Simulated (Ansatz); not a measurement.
# Alloy of InP and GaP (26 of 32 In sites exchanged), 64 atoms

How does this alloy cell relax, and what gap do PBEsol and HSE06 give?

Method: density functional theory in Ansatz 0.2.0, PAW datasets, plane waves.

## Step 1: The starting cell

64 atoms (26 Ga, 32 P, 6 In); a = 11.044 Å, b = 11.044 Å, c = 11.044 Å, α = 90.00°, β = 90.00°, γ = 90.00°. All atoms were shaken off their sites by about 0.02 Å along each axis.

Steps to follow: (2) PBEsol cell relaxation at the single k point (¼, ¼, ¼), on 1 × NVIDIA H100 80GB HBM3 with 4 threads of AMD EPYC 7R13; (3) HSE06 single point at the Γ point alone, on 1 × NVIDIA H100 80GB HBM3 with 4 threads of AMD EPYC 7R13.

## Step 2: Relaxing cell and atoms with PBEsol

in.yaml

```yaml
crystal:
  lattice:
    - [11.043994, 0.000000, 0.000000]
    - [0.000000, 11.043994, 0.000000]
    - [0.000000, 0.000000, 11.043994]
  atoms:
    - { symbol: Ga, position: [0.000869, 0.004030, 0.002033] }
    - { symbol: Ga, position: [0.000351, 0.998967, 0.499734] }
    - { symbol: Ga, position: [0.003030, 0.500601, 0.998471] }
    - { symbol: Ga, position: [0.998663, 0.502203, 0.498670] }
    - { symbol: Ga, position: [0.501977, 0.001281, 0.996772] }
    - { symbol: Ga, position: [0.499289, 0.002206, 0.501622] }
    - { symbol: Ga, position: [0.501164, 0.497609, 0.997197] }
    - { symbol: Ga, position: [0.500566, 0.497985, 0.499116] }
    - { symbol: Ga, position: [0.249819, 0.248781, 0.999076] }
    - { symbol: Ga, position: [0.250148, 0.250405, 0.503105] }
    - { symbol: Ga, position: [0.252574, 0.752148, 0.003475] }
    - { symbol: Ga, position: [0.252639, 0.751201, 0.499243] }
    - { symbol: Ga, position: [0.750252, 0.249350, 0.003190] }
    - { symbol: Ga, position: [0.748251, 0.751861, 0.998166] }
    - { symbol: Ga, position: [0.249305, 0.999797, 0.249681] }
    - { symbol: Ga, position: [0.251183, 0.495509, 0.252386] }
    - { symbol: Ga, position: [0.249362, 0.502828, 0.751003] }
    - { symbol: Ga, position: [0.749880, 0.502683, 0.250977] }
    - { symbol: Ga, position: [0.747954, 0.498212, 0.750471] }
    - { symbol: Ga, position: [0.000384, 0.249747, 0.249895] }
    - { symbol: Ga, position: [0.000650, 0.248421, 0.747977] }
    - { symbol: Ga, position: [0.001663, 0.750108, 0.248441] }
    - { symbol: Ga, position: [0.003192, 0.750468, 0.751993] }
    - { symbol: Ga, position: [0.503246, 0.250970, 0.251761] }
    - { symbol: Ga, position: [0.499364, 0.248470, 0.753522] }
    - { symbol: Ga, position: [0.500623, 0.749332, 0.246992] }
    - { symbol: P, position: [0.125946, 0.124799, 0.128391] }
    - { symbol: P, position: [0.125196, 0.124460, 0.624960] }
    - { symbol: P, position: [0.127199, 0.623122, 0.125008] }
    - { symbol: P, position: [0.123803, 0.627048, 0.622751] }
    - { symbol: P, position: [0.624452, 0.125342, 0.128767] }
    - { symbol: P, position: [0.625941, 0.129420, 0.624832] }
    - { symbol: P, position: [0.623257, 0.627719, 0.126822] }
    - { symbol: P, position: [0.628454, 0.623143, 0.625995] }
    - { symbol: P, position: [0.375752, 0.374815, 0.126606] }
    - { symbol: P, position: [0.373734, 0.377118, 0.624545] }
    - { symbol: P, position: [0.377655, 0.874752, 0.125912] }
    - { symbol: P, position: [0.373730, 0.876684, 0.624941] }
    - { symbol: P, position: [0.873736, 0.374792, 0.127571] }
    - { symbol: P, position: [0.875868, 0.375416, 0.623912] }
    - { symbol: P, position: [0.874196, 0.874846, 0.123958] }
    - { symbol: P, position: [0.875708, 0.876814, 0.625704] }
    - { symbol: P, position: [0.374021, 0.126232, 0.373473] }
    - { symbol: P, position: [0.371019, 0.127649, 0.875954] }
    - { symbol: P, position: [0.376770, 0.624278, 0.373472] }
    - { symbol: P, position: [0.376524, 0.623378, 0.873730] }
    - { symbol: P, position: [0.874168, 0.126924, 0.377081] }
    - { symbol: P, position: [0.874144, 0.126495, 0.875834] }
    - { symbol: P, position: [0.876688, 0.624069, 0.376849] }
    - { symbol: P, position: [0.873246, 0.623890, 0.876422] }
    - { symbol: P, position: [0.125618, 0.377728, 0.373259] }
    - { symbol: P, position: [0.124121, 0.375779, 0.874352] }
    - { symbol: P, position: [0.124679, 0.875905, 0.373172] }
    - { symbol: P, position: [0.126743, 0.877007, 0.874628] }
    - { symbol: P, position: [0.627842, 0.375162, 0.376191] }
    - { symbol: P, position: [0.624954, 0.375872, 0.872446] }
    - { symbol: P, position: [0.624218, 0.876356, 0.377587] }
    - { symbol: P, position: [0.621629, 0.874078, 0.876873] }
    - { symbol: In, position: [0.749765, 0.252849, 0.498903] }
    - { symbol: In, position: [0.747065, 0.747795, 0.500049] }
    - { symbol: In, position: [0.248360, 0.996467, 0.749949] }
    - { symbol: In, position: [0.749781, 0.001878, 0.247264] }
    - { symbol: In, position: [0.749608, 0.997742, 0.748282] }
    - { symbol: In, position: [0.502438, 0.750535, 0.749902] }
  symmetry: { detect: false }
kpoints:
  mp_grid: { grid: [1, 1, 1], shift: [0.25, 0.25, 0.25] }
hamiltonian:
  xc: pbesol
scf:
  occupations: { method: fermi_dirac, width: 0.01 }
relax:
  f_tol: 0.03
  max_steps: 80
  escape_saddle: false
  adjacent_minimum: "off"
  cell: { fix: [shape] }
output:
  forces: true
  eigenvalues: true
  populations: true
```

On the command line:

```console
ansatz run in.yaml --threads 4 --pin off --max-ram 42750MiB --runs-dir r --events-out ev --progress --plain --backend cuda --devices 0, --max-vram 37GiB
```

What it wrote:

```text
Pseudopotentials: kind: paw
Functional definition: PBEsol
  exchange = pbesol_x
  correlation = pbesol_c
Crystal: 64 atoms, lattice volume = 1347.034 Å³
Basis set: ecut = 420 eV, 26193 PW (Γ), exchange–correlation on 150×150×150 points (8 copies of the dense FFT grid, shifted against one another)
Bands: 352, of which v1, the nominal top of the filled ones, is band 288 counted from 1 (287 counted from 0)
Symmetry: 1 space group operations
k-points: 1
Non-local potential: Ga, projectors of the file, l = 0: 2, l = 1: 2, l = 2: 3, l = 3: 1
Non-local potential: P, projectors of the file, l = 0: 2, l = 1: 2, l = 2: 2
Non-local potential: In, projectors of the file, l = 0: 2, l = 1: 2, l = 2: 2, l = 3: 2
PAW form: soft (Blöchl's): semilocal exchange-correlation on the pseudo side does not see the compensation charge
PAW frozen core: Ga, regenerated for the run's functional, and the local potential with it (the file was generated under x = pbe(κ = 0.804, μ = 0.2195149727645171), c = pbe(β = 0.06672455060314922))
PAW frozen core: P, regenerated for the run's functional, and the local potential with it (the file was generated under x = pbe(κ = 0.804, μ = 0.2195149727645171), c = pbe(β = 0.06672455060314922))
PAW frozen core: In, regenerated for the run's functional, and the local potential with it (the file was generated under x = pbe(κ = 0.804, μ = 0.2195149727645171), c = pbe(β = 0.06672455060314922))
PAW one-centre angular grid: Ga, 590 points (default); XC on 64 Gauss nodes
PAW one-centre angular grid: P, 110 points (default); XC on 64 Gauss nodes
PAW one-centre angular grid: In, 590 points (default); XC on 64 Gauss nodes
Initial density: superposition of atomic densities (neutral atoms: chi_scale 0, normalization atom), corrected by the library's trained network
Initial wavefunctions: pseudopotential atomic-orbital guess
Functional: x = pbesol(κ = 0.804, μ = 0.12345679012345678), c = pbesol(β = 0.046)
SCF iter   1: F=—  HF=-154177.214305 eV  |F-HF|=—  |Δ(HF+E_count)|=         —  Δρ=5.34e-3  dr2=5.10e-1  ethr=1.77e-3  ⟨swp⟩=8.0  Hψ=1444  notcnv=0
preconditioner: auto → Resta (q_TF=auto, 2.368 Å⁻¹)  ε∞=4.1  [insulator: Δε(μ)=1.763 eV  Ē_g=13.708 eV  σ=0.010 eV  W_gap=1.00  n_scr=304 (ndim 8)  ℏωp=24.3 eV  f_vac=0.013  D(μ)=0.00/eV (n_scr^D=0)  ε∞_Penn≈4.1]
SCF iter   2: F=—  HF=-154177.084395 eV  |F-HF|=—  |Δ(HF+E_count)|=   1.30e-1  Δρ=2.41e-3  dr2=1.12e-1  ethr=8.85e-5  ⟨swp⟩=2.0  Hψ=505  notcnv=0  defer=60
SCF iter   3: F=—  HF=-154177.064123 eV  |F-HF|=—  |Δ(HF+E_count)|=   2.03e-2  Δρ=5.75e-4  dr2=6.38e-3  ethr=1.95e-5  ⟨swp⟩=3.0  Hψ=427  notcnv=0  defer=60
SCF iter   4: F=—  HF=-154177.066074 eV  |F-HF|=—  |Δ(HF+E_count)|=   1.95e-3  Δρ=3.39e-4  dr2=1.63e-3  ethr=1.11e-6  ⟨swp⟩=2.0  Hψ=584  notcnv=0  defer=60
SCF iter   5: F=—  HF=-154177.063894 eV  |F-HF|=—  |Δ(HF+E_count)|=   2.18e-3  Δρ=8.12e-5  dr2=1.00e-4  ethr=2.83e-7  ⟨swp⟩=2.0  Hψ=584  notcnv=0  defer=60
SCF iter   6: F=—  HF=-154177.064687 eV  |F-HF|=—  |Δ(HF+E_count)|=   7.94e-4  Δρ=2.67e-5  dr2=1.36e-5  ethr=1.74e-8  ⟨swp⟩=2.0  Hψ=580  notcnv=0  defer=60
SCF iter   7: F=—  HF=-154177.064694 eV  |F-HF|=—  |Δ(HF+E_count)|=   6.44e-6  Δρ=6.01e-6  dr2=1.04e-6  ethr=2.36e-9  ⟨swp⟩=3.0  Hψ=477  notcnv=0  defer=60
SCF iter   8: F=—  HF=-154177.064694 eV  |F-HF|=—  |Δ(HF+E_count)|=   3.33e-7  Δρ=2.28e-6  dr2=1.00e-7  ethr=1.81e-10  ⟨swp⟩=3.0  Hψ=489  notcnv=0  defer=60
SCF iter   9: F=-154177.064694 eV  HF=-154177.064694 eV  |F-HF|=5.91e-9  |Δ(HF+E_count)|=   4.50e-8  Δρ=7.44e-7  dr2=9.30e-9  ethr=1.74e-11  ⟨swp⟩=12.0  Hψ=1587  notcnv=0
SCF 1 converged in 9 iterations: F = -154177.064694 eV  dr2 = 9.30e-9
relax step   1: F+E_penalty+E_count = -154177.06469401 eV  Δ(F+E_penalty+E_count) = +0.000e0 eV  max|allowed force component| = 2.029e0 eV/Å  Δτ_max = 0.0000 Å  P = +0.806 GPa  Ω = 1347.034 Å³  fix = [alpha, beta, gamma, b/a, c/a]  reactions: b/a +0.033, c/a -0.012 GPa; alpha +0.673, beta +0.948, gamma +0.939 GPa/rad  (9 SCF iters, dr2 threshold 1.00e-7 eV, accepted)
[... 14 lines left out ...]
relax step   2: F+E_penalty+E_count = -154179.66501334 eV  Δ(F+E_penalty+E_count) = -2.600e0 eV  max|allowed force component| = 3.184e-1 eV/Å  Δτ_max = 0.1949 Å  P = -0.590 GPa  Ω = 1355.883 Å³  energy of the carried Pulay correction = -2.227e-3 eV  fix = [alpha, beta, gamma, b/a, c/a]  reactions: b/a -0.031, c/a -0.007 GPa; alpha +0.625, beta +0.737, gamma +0.720 GPa/rad  (7 SCF iters, dr2 thresh [...]
[... 5 lines left out ...]
relax step   3: F+E_penalty+E_count = -154179.78038764 eV  Δ(F+E_penalty+E_count) = -1.154e-1 eV  max|allowed force component| = 3.830e-2 eV/Å  Δτ_max = 0.0399 Å  P = -0.018 GPa  Ω = 1346.194 Å³  energy of the carried Pulay correction = +2.122e-4 eV  fix = [alpha, beta, gamma, b/a, c/a]  reactions: b/a -0.030, c/a -0.008 GPa; alpha +0.651, beta +0.638, gamma +0.656 GPa/rad  (6 SCF iters, dr2 thres [...]
[... 10 lines left out ...]
relax step   4: F+E_penalty+E_count = -154179.78286338 eV  Δ(F+E_penalty+E_count) = -2.476e-3 eV  max|allowed force component| = 2.066e-2 eV/Å  Δτ_max = 0.0159 Å  P = -0.005 GPa  Ω = 1345.874 Å³  energy of the carried Pulay correction = +2.931e-4 eV  fix = [alpha, beta, gamma, b/a, c/a]  reactions: b/a -0.029, c/a -0.008 GPa; alpha +0.634, beta +0.607, gamma +0.633 GPa/rad  (6 SCF iters, dr2 thres [...]
[... 10 lines left out ...]
relax step   5: F+E_penalty+E_count = -154179.78286374 eV  Δ(F+E_penalty+E_count) = -3.686e-7 eV  max|allowed force component| = 2.066e-2 eV/Å  Δτ_max = 0.0000 Å  P = -0.006 GPa  Ω = 1345.874 Å³  fix = [alpha, beta, gamma, b/a, c/a]  reactions: b/a -0.029, c/a -0.008 GPa; alpha +0.635, beta +0.607, gamma +0.634 GPa/rad  stress off target by 5.52e-3 GPa on what of the cell is left free  SCF on the [...]
SCF converged after 5 iterations
Free energy (F): -154179.782864 eV
Harris-Foulkes:  -154179.782864 eV  (|F-HF|=1.16e-10)
Internal energy: -154179.782864 eV  (E = F + TS)
E sigma→0 (E₀):  -154179.782864 eV
Fermi energy:    7.759239 eV
--- Per-component energies (eV) ---
  E_band       = -1853.873739
  E_kinetic    = 6723.281610
  E_local      = -65800.115361  (includes V_loc(G=0)·N_el)
  E_nonlocal   = 14380.943983
  E_hartree    = 29832.694152
  E_xc         = -5016.907073
  E_vxc        = -4056.376331  (∫ρ·V_xc dr)
  E_paw        = -92932.099096  (= ΣΔE_a)
  E_vpaw       = -12766.990988  (= ΣTr[D̂ρ^β])
  E_aug_tail   = -0.002751  (compensation charges beyond the density's cutoff)
  E_ewald      = -41392.906240
  E_core_change = 25.327913  (= ΣΔE_core)
  E_smearing   = -0.000000  (= −TS)
  E_closure    = 0.000000  (closes the sum)
  Σ components = -154179.782864   (vs F -154179.782864, Δ=0.00e0)
--- Forces (eV/Å), atoms counted from 1 ---
  atom   1  Ga    -0.00220025    -0.01601594    -0.00386448
  atom   2  Ga    -0.00986803    -0.00680985    -0.00408214
  atom   3  Ga    -0.00245261    -0.00016746    -0.00050717
  atom   4  Ga    -0.00303318     0.00187656    -0.00422417
  atom   5  Ga     0.00587994    -0.01283885     0.00167069
  atom   6  Ga    -0.00493607    -0.01822872    -0.00371960
  atom   7  Ga    -0.00181792    -0.00130032    -0.00084952
  atom   8  Ga     0.00744810    -0.00164768    -0.00252545
  atom   9  Ga    -0.00183827    -0.00747788    -0.00247431
  atom  10  Ga    -0.00663149    -0.01186883     0.00662284
  atom  11  Ga    -0.00498647    -0.00027940    -0.01132166
  atom  12  Ga    -0.00243900     0.00149018    -0.00006044
  atom  13  Ga    -0.00064505    -0.01108657    -0.01086977
  atom  14  Ga     0.00395514    -0.00489369     0.00083369
  atom  15  Ga     0.00164348     0.00145631     0.00723244
  atom  16  Ga     0.00209428     0.00774431     0.00194995
  atom  17  Ga     0.00364220     0.00236467    -0.00130608
  atom  18  Ga    -0.00408587    -0.00252057     0.00520890
  atom  19  Ga    -0.00380555     0.00755729    -0.01025443
  atom  20  Ga    -0.00166760    -0.00697240     0.00217426
  atom  21  Ga    -0.01014519    -0.00482290    -0.01294938
  atom  22  Ga    -0.00988387     0.00403186     0.00145971
  atom  23  Ga    -0.00547111     0.00081182    -0.00995081
  atom  24  Ga     0.00654496    -0.00763913     0.00029285
  atom  25  Ga     0.00436673    -0.01058650    -0.01718930
  atom  26  Ga    -0.00166003     0.00086835     0.00405540
  atom  27  P      0.00177462     0.00549499    -0.00313637
  atom  28  P      0.01284760     0.01783749     0.00164031
  atom  29  P      0.00527072    -0.00876202     0.00245409
  atom  30  P     -0.00152582    -0.00378196    -0.00024449
  atom  31  P     -0.00861388     0.01389437     0.00607717
  atom  32  P      0.00975177     0.01378539     0.01893742
  atom  33  P      0.00397588    -0.00089757    -0.00755859
  atom  34  P      0.00613525     0.00010009     0.00680558
  atom  35  P     -0.00295270     0.00368625    -0.00292513
  atom  36  P     -0.00346499     0.00488578     0.00596671
  atom  37  P      0.00222008     0.00416867    -0.00057496
  atom  38  P      0.01427802     0.00970466    -0.00027943
  atom  39  P      0.00175265     0.01042878    -0.00043995
  atom  40  P      0.00159588    -0.00844543     0.01108687
  atom  41  P      0.00738062    -0.00340482    -0.00013646
  atom  42  P      0.01172242    -0.00617636    -0.00923329
  atom  43  P      0.00084671     0.00417294    -0.00631658
  atom  44  P     -0.01070217     0.00501050     0.00231858
  atom  45  P     -0.00146776     0.00114956    -0.00253621
  atom  46  P     -0.00554374    -0.00123903     0.00626758
  atom  47  P      0.00616176    -0.00634844     0.00597973
  atom  48  P     -0.01043258     0.01162277     0.00030952
  atom  49  P      0.01182193     0.00140983    -0.00360860
  atom  50  P     -0.00063750    -0.00187941     0.00670131
  atom  51  P     -0.00180400     0.00308244    -0.00388300
  atom  52  P      0.00513168     0.00111515     0.00684895
  atom  53  P      0.00711588    -0.00549242     0.00014816
  atom  54  P     -0.00036856     0.00141474     0.02065785
  atom  55  P     -0.00401635     0.00994556    -0.00305178
  atom  56  P      0.00339633     0.00054591     0.00953452
  atom  57  P      0.00499887     0.01286325     0.00069182
  atom  58  P     -0.01110778     0.00899719     0.00046512
  atom  59  In    -0.00339245    -0.00528155     0.00082588
  atom  60  In    -0.00494579     0.00014268     0.00702799
  atom  61  In     0.00033170     0.00230392    -0.00614720
  atom  62  In    -0.00192042    -0.00072584     0.00357248
  atom  63  In    -0.00908300     0.00070925    -0.00296722
  atom  64  In     0.00545854     0.00091624    -0.00663211
  max |Σ_I F_I| component: 3.29e-6 eV/Å
--- Stress (GPa, compression-positive) ---
        0.031356      -0.633825      -0.607011
       -0.633825      -0.034876      -0.634910
       -0.607011      -0.634910      -0.013043
  P = ⅓ Tr σ = -0.0055 GPa (-0.055 kbar)
--- Band table (eV) ---
  k-point 0: bands = [... 276 lower levels ..., "5.9169", "5.9378", "5.9848", "6.0033", "6.0130", "6.0989", "6.1415", "6.3668", "6.4057", "6.4640", "6.8475", "6.8641", "8.6526", "8.8152", "8.8220", "8.8454", "9.1690", "9.2557", "9.2866", "9.3232", "9.4477", "9.4616", "9.4925", "9.6103", ... 52 higher levels ...]
--- Relaxed structure (4 steps of the walk, 4 accepted, 1 SCFs on fresh bases) ---
  F+E_penalty+E_count = -154179.78286374 eV   max|allowed force component| = 2.066e-2 eV/Å   (the final SCF, on the basis selected at the relaxed cell)
  cell:  # Å, volume = 1345.8737 Å³
    - [11.04082258189438, 5.082009246259989e-143, 4.300693393943954e-143]
    - [5.082009246259989e-143, 11.04082258189438, -3.6715914538478424e-111]
    - [4.300693393943954e-143, -3.6715914538478424e-111, 11.04082258189438]
  atoms:
    - { symbol: Ga, position: [0.002983828363262369, -0.0004809080315430816, 0.0027130025049528043] }
    - { symbol: Ga, position: [0.008024472435492912, 1.000475538064781, 0.4980704039714568] }
[... 62 atoms left out; the next input holds them all, rounded ...]
--- Löwdin populations: 64 sites ---
  site symbol       q [e]
     0     Ga     12.9693
     1     Ga     12.9752
     2     Ga     12.9615
     3     Ga     12.9681
     4     Ga     12.9729
     5     Ga     12.9796
     6     Ga     12.9652
     7     Ga     12.9717
     8     Ga     12.9749
     9     Ga     12.9742
    10     Ga     12.9776
    11     Ga     12.9771
    12     Ga     12.9740
    13     Ga     12.9786
    14     Ga     12.9711
    15     Ga     12.9810
    16     Ga     12.9735
    17     Ga     12.9760
    18     Ga     12.9857
    19     Ga     12.9685
    20     Ga     12.9775
    21     Ga     12.9769
    22     Ga     12.9708
    23     Ga     12.9769
    24     Ga     12.9714
    25     Ga     12.9686
    26      P      4.9770
    27      P      5.0389
    28      P      4.9731
    29      P      4.9764
    30      P      5.0373
    31      P      5.1003
    32      P      4.9761
    33      P      5.0993
    34      P      4.9743
    35      P      4.9778
    36      P      4.9776
    37      P      5.0962
    38      P      4.9784
    39      P      5.0354
    40      P      5.0387
    41      P      5.0977
    42      P      4.9778
    43      P      5.0353
    44      P      4.9754
    45      P      5.0396
    46      P      5.0979
    47      P      5.0415
    48      P      5.0410
    49      P      4.9802
    50      P      4.9749
    51      P      4.9767
    52      P      4.9768
    53      P      5.0372
    54      P      5.0371
    55      P      4.9785
    56      P      5.0968
    57      P      5.0972
    58     In     12.7298
    59     In     12.7345
    60     In     12.7344
    61     In     12.7378
    62     In     12.7336
    63     In     12.7336
  spilling = 0.002709 (of n_electrons = 576.000000)
```

It took 9.7 s on 1 × NVIDIA H100 80GB HBM3 with 4 threads of AMD EPYC 7R13, shared host; peak host memory 1.5 GiB.

Recorded steps of the relaxation (solves on a freshly chosen basis count as rows, and their energies jump a little):

```csv
accepted step,energy change (eV),largest force component (eV/Å),SCF cycles,pressure (GPa)
1,0.000,2.029,9,0.81
2,-2.600,0.318,7,-0.59
3,-2.716,0.038,6,-0.02
4,-2.718,0.021,6,-0.01
5,-2.718,0.021,5,-0.01
```

Largest shifts, less the median shift:

```csv
atom,shift (Å),dx,dy,dz
P32,0.196,-0.187,-0.058,-0.004
P48,0.176,0.112,0.092,0.101
P55,0.172,-0.116,0.068,-0.107
P46,0.168,-0.113,-0.067,0.104
P34,0.166,-0.041,-0.160,-0.009
P58,0.165,0.039,0.015,0.160
P40,0.164,0.080,0.094,0.108
P47,0.158,0.157,-0.005,-0.019
```

|  | before | after | change |
| --- | --- | --- | --- |
| a (Å) | 11.044 | 11.041 | -0.03 % |
| b (Å) | 11.044 | 11.041 | -0.03 % |
| c (Å) | 11.044 | 11.041 | -0.03 % |
| volume (Å³/atom) | 21.047 | 21.029 | -0.09 % |

Bonds in the relaxed cell, counted within a distance cut:

```csv
pair,count,mean (Å),spread (Å),least,most
Ga–P,104,2.365,0.012,2.335,2.390
In–P,24,2.507,0.005,2.496,2.517
```

Top filled level 6.864 eV, lowest empty level 8.653 eV: 1.79 eV apart at the single k point (¼, ¼, ¼).

(Part 1 of 2 ends here.)
